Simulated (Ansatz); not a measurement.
# Ge(vinyl)3(nBu) (C10H18Ge): the relaxed shape and its frontier levels

Aim: characterise Ge(vinyl)3(nBu) (C10H18Ge) as a singlet: its structure, frontier levels and distribution of charge.

Computed with Ansatz 0.2.0, Gaussian basis. Level: RKS PBE0-D4/def2-TZVP.

Levels to be run: relaxation at PBE0-D4/def2-SVP; a single point at PBE0-D4/def2-TZVP.

5 further runs of the same task are left out: 3 that didn't finish, 2 set aside as unsound or not needed. Runs told in other sessions of the task aren't counted.

## (1) Starting geometry

29 atoms, charge 0, spin multiplicity 1.

Atoms are counted from 1 here; the program's logs count them from 0.

Bond lengths: Ge1–C2 1.972 Å, Ge1–C7 1.970 Å, Ge1–C12 1.970 Å, Ge1–C17 2.004 Å, C2–C3 1.322 Å, C2–H4 1.083 Å, C3–H5 1.079 Å, C3–H6 1.081 Å, C7–C8 1.322 Å, C7–H9 1.084 Å, C8–H10 1.079 Å, C8–H11 1.081 Å, C12–C13 1.322 Å, C12–H14 1.083 Å, C13–H15 1.079 Å, C13–H16 1.081 Å, C17–C18 1.523 Å, C17–H21 1.092 Å and more. Angles: C2–Ge1–C7 110.0°, C2–Ge1–C12 109.7°, C2–Ge1–C17 109.1°, C7–Ge1–C12 109.1°, C7–Ge1–C17 108.8°, C12–Ge1–C17 110.1°, Ge1–C2–C3 124.2°, Ge1–C2–H4 116.7°, C3–C2–H4 119.1°, C2–C3–H5 121.2°, C2–C3–H6 122.8°, H5–C3–H6 116.0°, Ge1–C7–C8 124.3°, Ge1–C7–H9 116.6°, C8–C7–H9 119.1°, C7–C8–H10 121.2°, C7–C8–H11 122.8°, H10–C8–H11 116.0° and more.

As a file:

```csv
atom,x (Å),y (Å),z (Å)
Ge1,0.49277,0.52490,0.75426
C2,0.38061,0.38636,2.71797
C3,1.41492,0.50894,3.53145
H4,-0.60106,0.20259,3.13762
H5,2.40728,0.69302,3.14977
H6,1.32670,0.43195,4.60572
C7,2.37834,0.50041,0.18367
C8,3.04570,1.56392,-0.22931
H9,2.88541,-0.45627,0.22515
H10,2.57506,2.53358,-0.28258
H11,4.08221,1.52282,-0.53258
C12,-0.33861,2.20891,0.15843
C13,-0.86111,3.11345,0.96813
H14,-0.34749,2.39063,-0.90963
H15,-0.86640,2.97137,2.03765
H16,-1.30812,4.02978,0.60961
C17,-0.45204,-1.03891,-0.06916
C18,-0.47140,-0.96994,-1.59064
C19,-1.06209,-2.21947,-2.24574
C20,-2.55350,-2.38650,-1.97859
H21,0.05077,-1.95368,0.25087
H22,-1.46893,-1.07844,0.32074
H23,-1.04612,-0.09571,-1.90630
H24,0.55259,-0.83725,-1.95239
H25,-0.90229,-2.15539,-3.32517
H26,-0.52780,-3.10173,-1.88482
H27,-2.94162,-3.24325,-2.52518
H28,-2.74559,-2.54569,-0.92066
H29,-3.09817,-1.50041,-2.29828
```

The start is a GFN2-xTB geometry.

## (2) Relaxation at PBE0-D4/def2-SVP

File in.yaml:

```yaml
crystal:
  periodic: [false, false, false]
  atoms:
    - {symbol: Ge, position_ang: [0.492770, 0.524900, 0.754260]}
    - {symbol: C, position_ang: [0.380610, 0.386360, 2.717970]}
    - {symbol: C, position_ang: [1.414920, 0.508940, 3.531450]}
    - {symbol: H, position_ang: [-0.601060, 0.202590, 3.137620]}
    - {symbol: H, position_ang: [2.407280, 0.693020, 3.149770]}
    - {symbol: H, position_ang: [1.326700, 0.431950, 4.605720]}
    - {symbol: C, position_ang: [2.378340, 0.500410, 0.183670]}
    - {symbol: C, position_ang: [3.045700, 1.563920, -0.229310]}
    - {symbol: H, position_ang: [2.885410, -0.456270, 0.225150]}
    - {symbol: H, position_ang: [2.575060, 2.533580, -0.282580]}
    - {symbol: H, position_ang: [4.082210, 1.522820, -0.532580]}
    - {symbol: C, position_ang: [-0.338610, 2.208910, 0.158430]}
    - {symbol: C, position_ang: [-0.861110, 3.113450, 0.968130]}
    - {symbol: H, position_ang: [-0.347490, 2.390630, -0.909630]}
    - {symbol: H, position_ang: [-0.866400, 2.971370, 2.037650]}
    - {symbol: H, position_ang: [-1.308120, 4.029780, 0.609610]}
    - {symbol: C, position_ang: [-0.452040, -1.038910, -0.069160]}
    - {symbol: C, position_ang: [-0.471400, -0.969940, -1.590640]}
    - {symbol: C, position_ang: [-1.062090, -2.219470, -2.245740]}
    - {symbol: C, position_ang: [-2.553500, -2.386500, -1.978590]}
    - {symbol: H, position_ang: [0.050770, -1.953680, 0.250870]}
    - {symbol: H, position_ang: [-1.468930, -1.078440, 0.320740]}
    - {symbol: H, position_ang: [-1.046120, -0.095710, -1.906300]}
    - {symbol: H, position_ang: [0.552590, -0.837250, -1.952390]}
    - {symbol: H, position_ang: [-0.902290, -2.155390, -3.325170]}
    - {symbol: H, position_ang: [-0.527800, -3.101730, -1.884820]}
    - {symbol: H, position_ang: [-2.941620, -3.243250, -2.525180]}
    - {symbol: H, position_ang: [-2.745590, -2.545690, -0.920660]}
    - {symbol: H, position_ang: [-3.098170, -1.500410, -2.298280]}
basis:
  gaussian: {orbitals: def2-SVP}
hamiltonian: {xc: pbe0, dispersion: d4}
scf: {lower_state_search: "off"}
output: {orbitals: {seedname: orbitals}}
relax: {f_tol: 0.03, max_steps: 70}
```

Command:

```bash
> ansatz run in.yaml --threads 4 --pin off --events-out ev --progress --plain --max-ram 6963MiB
```

Further steps of the session: Single point, PBE0-D4/def2-TZVP.

Q: Predict the results of all the runs planned. Wanted: point group; commonest bond, hydrogen aside; HOMO, LUMO at PBE0-D4/def2-TZVP; dipole at PBE0-D4/def2-SVP.

**Answer**, as computed:

| quantity | value |
| --- | --- |
| point group | C1 |
| commonest bond, hydrogen aside | C–C, 6 of mean length 1.431 Å |
| HOMO, LUMO at PBE0-D4/def2-TZVP | -7.38, -0.21 eV |
| dipole at PBE0-D4/def2-SVP | 0.16 D |

The molecule keeps its bonding pattern by the stored test; the atoms moved 0.14 Å (rms). No usable vibrations, so a minimum isn't proven. The point group is read from a loosely relaxed geometry; soft torsions can leave it below the true symmetry.
